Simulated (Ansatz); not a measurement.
This script makes the interaction energy of a dimer with the counterpoise correction of FH3SSi, SMILES F[SiH2]S with Ansatz's Python interface.

`run_dimer.py`:
```python
'''Interaction energy of two FH3SSi molecules, with the counterpoise correction.'''

import ansatz as az

FIRST = [
    ('F', (-1.8459, 0.5638, -0.2587)),
    ('Si', (-0.4045, 0.0352, -0.3571)),
    ('S', (0.5134, 0.2613, 1.5344)),
    ('H', (-0.3559, -1.3907, -0.7175)),
    ('H', (0.3746, 0.7903, -1.3867)),
    ('H', (1.7183, -0.2599, 1.1855)),
]
SECOND = [
    ('F', (0.925, 3.1749, 1.7607)),
    ('Si', (-0.0848, 4.3221, 1.5845)),
    ('S', (-2.0061, 3.5947, 2.0854)),
    ('H', (0.2104, 5.4658, 2.462)),
    ('H', (-0.0889, 4.8211, 0.1744)),
    ('H', (-2.6756, 4.7542, 1.8563)),
]

def energy(atoms, ghosts=()):
    molecule = az.Crystal.molecule()
    for symbol, xyz in atoms:
        molecule = molecule.atom(symbol, xyz)
    calc = (
        molecule.calculation()
        .basis(gaussian='cc-pVDZ')
        .functional('pbe0')
    )
    deck = calc.input()
    if ghosts:
        deck = deck.set(az.key.basis.gaussian.ghost_atoms, [{'symbol': s, 'position_ang': list(xyz)} for s, xyz in ghosts])
    return az.Session.from_dict(deck).plan().execute().report['free_energy_ev']

# ghost atoms carry the functions of the partner
both = energy(FIRST + SECOND)
alone = energy(FIRST) + energy(SECOND)
ghosted = energy(FIRST, SECOND) + energy(SECOND, FIRST)
print(f'dimer {both:.6f} eV')
print(f'interaction, uncorrected   {23.060548 * (both - alone):8.3f} kcal/mol')
print(f'interaction, counterpoise  {23.060548 * (both - ghosted):8.3f} kcal/mol')
print(f'basis-set superposition    {23.060548 * (alone - ghosted):8.3f} kcal/mol')
```

How large is the interaction at this pose, and how much of it is basis-set superposition?

Uncorrected it is 1.834 kcal/mol, with the counterpoise correction 3.190 kcal/mol; the difference, 1.36 kcal/mol, is the superposition error. In this basis both values are repulsive.

What the script printed:

Output of `python run_dimer.py`:
```text
dimer -42941.441680 eV
interaction, uncorrected      1.834 kcal/mol
interaction, counterpoise     3.190 kcal/mol
basis-set superposition       1.356 kcal/mol
```

What to keep in mind:
- Total energies depend on the basis set; only differences at equal settings carry meaning.
- The dimer is a generated trial pose of unrelaxed monomers, not a minimum, so the figure is no binding energy, and the basis set is small.
- This level lacks the dispersion part of the attraction (electrostatics and induction are there), which can decide the sign where the interaction is weak.
- It ran for 24 s on 1 thread of Arm Neoverse V1, with other jobs on the host, peak memory 0.39 GiB.

(Lines on the test bed's own set-up are left out of the output.)
